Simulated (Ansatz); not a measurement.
# NbTeS4: what a guessed cell relaxes into

The task: take a trial cell of NbTeS4 to zero force and stress.

Program: Ansatz 0.2.0. Level of theory: DFT PBE, scalar-relativistic, plane waves, PAW. These are calculated values, not measurements.

1 further run of the same task is left out (set aside as unsound or not needed).

## (1) The starting structure

Symmetry: I422, No. 97, tetragonal system. The conventional cell has a = 6.709 Å, b = 6.709 Å, c = 5.545 Å, α = 90.00°, β = 90.00°, γ = 90.00°. Nb (site symmetry 422) is surrounded by 2 Te at 2.77 Å and 8 S at 2.87 Å. Te (site symmetry 422) is surrounded by 2 Nb at 2.77 Å and 8 S at 2.87 Å. S (site symmetry 2) has 2 Te at 2.87 Å and 2 Nb at 2.87 Å and 3 S at 3.11 to 3.22 Å as nearest neighbours.

Structure file:

```
Nb Te S
1.0
    -3.35457    3.35457    2.77228
     3.35457   -3.35457    2.77228
     3.35457    3.35457   -2.77228
Nb Te S
1 1 4
Direct
  0.50000 0.50000 0.00000
  0.00000 0.00000 0.00000
  0.91399 0.41399 0.82798
  0.58601 0.08601 0.17202
  0.08601 0.91399 0.50000
  0.41399 0.58601 0.50000
```

The cell is invented: species swapped into a database cell of MnCoSn4 (I422, No. 97), with Nb on the Mn sites, Te on the Co sites and S on the Sn sites. Lengths come from tabulated atomic sizes and are only a guess.

## (2) A first look at the guess

File input.yaml:

```yaml
crystal:
  lattice:
    - [-3.35456547, 3.35456547, 2.77228105]
    - [3.35456547, -3.35456547, 2.77228105]
    - [3.35456547, 3.35456547, -2.77228105]
  atoms:
    - { symbol: Nb, position: [0.5, 0.5, 0.0] }
    - { symbol: Te, position: [0.0, 0.0, 0.0] }
    - { symbol: S, position: [0.91399249, 0.41399249, 0.82798499] }
    - { symbol: S, position: [0.58600751, 0.08600751, 0.17201501] }
    - { symbol: S, position: [0.08600751, 0.91399249, 0.5] }
    - { symbol: S, position: [0.41399249, 0.58600751, 0.5] }
basis:
  ecutwfc: 420
kpoints:
  mp_grid: { grid: [4, 4, 4] }
hamiltonian:
  xc: pbe
scf:
  occupations: { method: gaussian, width: 0.1 }
  lower_state_search: "off"
output:
  forces: true
  stress: true
  eigenvalues: true
```

Run with:

```bash
$ ansatz run input.yaml --threads 1 --pin off --max-ram 2560MiB --backend cpu --events-out ev --progress --plain --runs-dir out
```

Further runs follow: rough relaxation on the coarse mesh; relaxation on the finer mesh.

**Question.** What will these runs give? Wanted: conventional cell; volume; energy over the elements; gap on the mesh.

**Answer**, as computed:

```
                              quantity                                                                      value
symmetry at the end (tolerance 0.05 Å)                                                  space group I422 (No. 97)
                     conventional cell  a = 6.040 Å, b = 6.040 Å, c = 6.218 Å, α = 90.00°, β = 90.00°, γ = 90.00°
                                volume                                                              18.90 Å³/atom
              energy over the elements                                                              +0.11 eV/atom
                       gap on the mesh                                                               none (metal)
```

**Reading.** The space group I422 (No. 97) is kept, and the volume per atom shrinks by 9.1 % from the first guess. With a positive formation energy it can't be a ground state. No finished test with a distortion of lower symmetry is shown, so the end may be a saddle point. The runs treat Te without spin-orbit coupling. Some metallic runs here have no spin polarisation while others do, so their energies compare only roughly. Other magnetic orders were not searched.
